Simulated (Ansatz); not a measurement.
# C2H9NSi2: geometry optimisation

Aim: relax C2H9NSi2 at this level.

Program: Ansatz 0.2.0. Level of theory: RKS B3LYP-D4/def2-SVP. These are calculated values, not measurements.

## (1) The starting structure

SMILES `CN1C[SiH2][SiH2]1`, 14 atoms, charge 0, spin multiplicity 1.

Atoms are counted from 1 here; the program's logs count them from 0.

Bond lengths: C1–N2 1.443 Å, C1–H6 1.118 Å, C1–H7 1.110 Å, C1–H8 1.118 Å, N2–C3 1.469 Å, N2–Si5 1.764 Å, C3–Si4 1.938 Å, C3–H9 1.119 Å, C3–H10 1.118 Å, Si4–Si5 2.339 Å, Si4–H11 1.505 Å, Si4–H12 1.505 Å, Si5–H13 1.515 Å, Si5–H14 1.514 Å. Angles: N2–C1–H6 112.2°, N2–C1–H7 110.5°, N2–C1–H8 112.0°, H6–C1–H7 107.5°, H6–C1–H8 107.0°, H7–C1–H8 107.5°, C1–N2–C3 118.6°, C1–N2–Si5 131.8°, C3–N2–Si5 109.5°, N2–C3–Si4 97.9°, N2–C3–H9 112.8°, N2–C3–H10 112.7°, Si4–C3–H9 113.3°, Si4–C3–H10 113.4°, H9–C3–H10 106.7°, C3–Si4–Si5 75.8°, C3–Si4–H11 114.5°, C3–Si4–H12 114.7° and more.

Coordinates:

```csv
atom,x (Å),y (Å),z (Å)
C1,-1.65822,0.71873,-0.76455
N2,-0.44218,0.26149,-0.13762
C3,0.17996,-0.97649,-0.62649
Si4,1.69037,-1.01154,0.58666
Si5,0.53448,0.93725,1.16639
H6,-1.51776,0.93069,-1.85312
H7,-2.01391,1.65460,-0.28590
H8,-2.48047,-0.03388,-0.68198
H9,0.47914,-0.91665,-1.70282
H10,-0.49112,-1.86575,-0.52748
H11,1.69951,-2.17687,1.53922
H12,3.03584,-0.91015,-0.08030
H13,1.13761,2.29971,0.89340
H14,-0.16613,1.05954,2.50348
```

## (2) Relaxation

File input.yaml:

```yaml
crystal:
  periodic: [false, false, false]
  atoms:
    - { symbol: C, position_ang: [-1.65822, 0.718732, -0.764546] }
    - { symbol: "N", position_ang: [-0.442185, 0.261495, -0.137623] }
    - { symbol: C, position_ang: [0.17996, -0.976489, -0.626489] }
    - { symbol: Si, position_ang: [1.690371, -1.011537, 0.586665] }
    - { symbol: Si, position_ang: [0.534479, 0.937251, 1.166392] }
    - { symbol: H, position_ang: [-1.517759, 0.930693, -1.853115] }
    - { symbol: H, position_ang: [-2.013908, 1.654595, -0.285898] }
    - { symbol: H, position_ang: [-2.480473, -0.033875, -0.681981] }
    - { symbol: H, position_ang: [0.479139, -0.916645, -1.702819] }
    - { symbol: H, position_ang: [-0.491124, -1.865746, -0.527485] }
    - { symbol: H, position_ang: [1.699508, -2.176871, 1.539218] }
    - { symbol: H, position_ang: [3.035836, -0.910151, -0.080302] }
    - { symbol: H, position_ang: [1.137608, 2.29971, 0.893404] }
    - { symbol: H, position_ang: [-0.166131, 1.059538, 2.503478] }
basis:
  gaussian: { orbitals: def2-SVP }
hamiltonian:
  xc: { name: B3LYP }
  dispersion: d4
output:
  forces: true
relax:
  f_tol: 0.003
  max_steps: 120
```

The run is started by

```sh
> ansatz run input.yaml --threads 1 --pin off --max-ram 2560MiB --backend cpu --events-out ev --progress --plain --runs-dir out
```

Output (excerpt; [...] marks lines left out):

```text
Warning: RAYON_NUM_THREADS=1 ignored (pool sized by the plan → 1); use --threads N
[...]
Functional definition: B3LYP
[...]
1333 factors; integrals over basis functions are off by at most 4.2e-4 eV
[...]
mean field -19458.95715028 eV, -715.1034855181 hartree, gradient 1.8e-5 eV, S^2 0.000000; 0 other end points of the search recorded, 0 dependent functions left out
[...]
reference -19458.95744241 eV, -715.1034962533 hartree; 28, 28 occupied and 95, 95 virtual orbitals, 1333 factors
relax step   1: F+E_penalty+E_count = -19459.51413840 eV  Δ(F+E_penalty+E_count) = +0.000e0 eV  max|allowed force component| = 2.640e-1 eV/Å  Δτ_max = 0.0000 Å  (26 SCF iters, accepted)
[...]
relax step   3: F+E_penalty+E_count = -19459.52897179 eV  Δ(F+E_penalty+E_count) = -1.312e-3 eV  max|allowed force component| = 3.220e-2 eV/Å  Δτ_max = 0.0064 Å  (23 SCF iters, accepted)
[...]
relax step   5: F+E_penalty+E_count = -19459.52905336 eV  Δ(F+E_penalty+E_count) = -2.196e-5 eV  max|allowed force component| = 3.720e-3 eV/Å  Δτ_max = 0.0055 Å  (22 SCF iters, accepted)
[...]
relax step   7: F+E_penalty+E_count = -19459.52907143 eV  Δ(F+E_penalty+E_count) = -8.027e-6 eV  max|allowed force component| = 7.891e-3 eV/Å  Δτ_max = 0.0074 Å  (21 SCF iters, accepted)
[...]
relax step   8: F+E_penalty+E_count = -19459.52907421 eV  Δ(F+E_penalty+E_count) = -2.779e-6 eV  max|allowed force component| = 3.661e-3 eV/Å  Δτ_max = 0.0062 Å  (21 SCF iters, accepted)
[...]
reference -19458.97063365 eV, -715.1039810226 hartree; 28, 28 occupied and 95, 95 virtual orbitals, 1333 factors
Total energy: -19459.52936624 eV, -715.1245140667 hartree
Atom 0 at    -1.649940     0.722173    -0.768244 Å, force    -0.001201     0.000343     0.000128 eV/Å
Atom 1 at    -0.435256     0.267490    -0.138656 Å, force     0.001601     0.000157     0.000696 eV/Å
Atom 2 at     0.178796    -0.978127    -0.619048 Å, force     0.000080    -0.000497    -0.001769 eV/Å
Atom 3 at     1.691570    -1.008250     0.583648 Å, force    -0.001405    -0.001382     0.002870 eV/Å
Atom 4 at     0.526479     0.932224     1.167184 Å, force     0.001489     0.001278    -0.001755 eV/Å
Atom 5 at    -1.510226     0.911642    -1.851864 Å, force     0.000251    -0.000217     0.000805 eV/Å
Atom 6 at    -1.994401     1.662673    -0.309258 Å, force    -0.000055    -0.000581    -0.000254 eV/Å
Atom 7 at    -2.470590    -0.017072    -0.669780 Å, force     0.000008     0.000432    -0.000059 eV/Å
Atom 8 at     0.464307    -0.925589    -1.689841 Å, force    -0.000171     0.000182     0.000096 eV/Å
Atom 9 at    -0.493599    -1.853630    -0.508239 Å, force     0.000303    -0.000119    -0.000120 eV/Å
Atom 10 at     1.714208    -2.167890     1.521730 Å, force     0.000040    -0.000490    -0.000340 eV/Å
Atom 11 at     3.019181    -0.900540    -0.087998 Å, force    -0.000375     0.000841    -0.000312 eV/Å
Atom 12 at     1.116604     2.286469     0.908118 Å, force    -0.000798     0.000644     0.000069 eV/Å
Atom 13 at    -0.170031     1.039128     2.491146 Å, force     0.000235    -0.000592    -0.000054 eV/Å
Dipole moment:    -0.088064    -0.041426    -0.104217 e Å
```

It took 78 s on 1 thread of Intel Xeon Platinum 8259CL at 2.50GHz (Skylake/Cascade Lake), shared host; peak memory 0.32 GiB.

Step by step:

```csv
step,energy from step 1 (eV),largest force component (eV/Å)
1,0.0000,0.2640
2,-0.0135,0.1075
3,-0.0148,0.0322
4,-0.0149,0.0107
5,-0.0149,0.0037
6,-0.0149,0.0064
7,-0.0149,0.0079
8,-0.0149,0.0037
9,-0.0149,0.0029
```

Close pairs (by a distance rule), those that changed most:

```csv
bond,before (Å),after (Å),change (Å)
Si5–H13,1.515,1.500,-0.015
Si5–H14,1.514,1.500,-0.015
Si4–H11,1.505,1.492,-0.013
Si4–H12,1.505,1.492,-0.013
N2–Si5,1.764,1.753,-0.011
C3–H9,1.119,1.109,-0.009
C3–H10,1.118,1.109,-0.009
C1–H6,1.118,1.109,-0.009
```

## (3) Outcome

| quantity | value |
| --- | --- |
| energy gained | 0.0149 eV |
| root mean square move | 0.020 Å |
| dipole moment | 0.68 D |

What this shows: Bond lengths: C1–N2 1.442 Å, C1–H6 1.109 Å, C1–H7 1.102 Å, C1–H8 1.109 Å, N2–C3 1.469 Å, N2–Si5 1.753 Å, C3–Si4 1.933 Å, C3–H9 1.109 Å, C3–H10 1.109 Å, Si4–Si5 2.337 Å, Si4–H11 1.492 Å, Si4–H12 1.492 Å, Si5–H13 1.500 Å, Si5–H14 1.500 Å. Angles: N2–C1–H6 112.0°, N2–C1–H7 110.5°, N2–C1–H8 112.0°, H6–C1–H7 107.5°, H6–C1–H8 107.1°, H7–C1–H8 107.5°, C1–N2–C3 118.5°, C1–N2–Si5 131.9°, C3–N2–Si5 109.6°, N2–C3–Si4 97.9°, N2–C3–H9 112.5°, N2–C3–H10 112.5°, Si4–C3–H9 113.6°, Si4–C3–H10 113.6°, H9–C3–H10 106.8°, C3–Si4–Si5 75.7°, C3–Si4–H11 114.5°, C3–Si4–H12 114.5° and more. No frequencies were computed here.
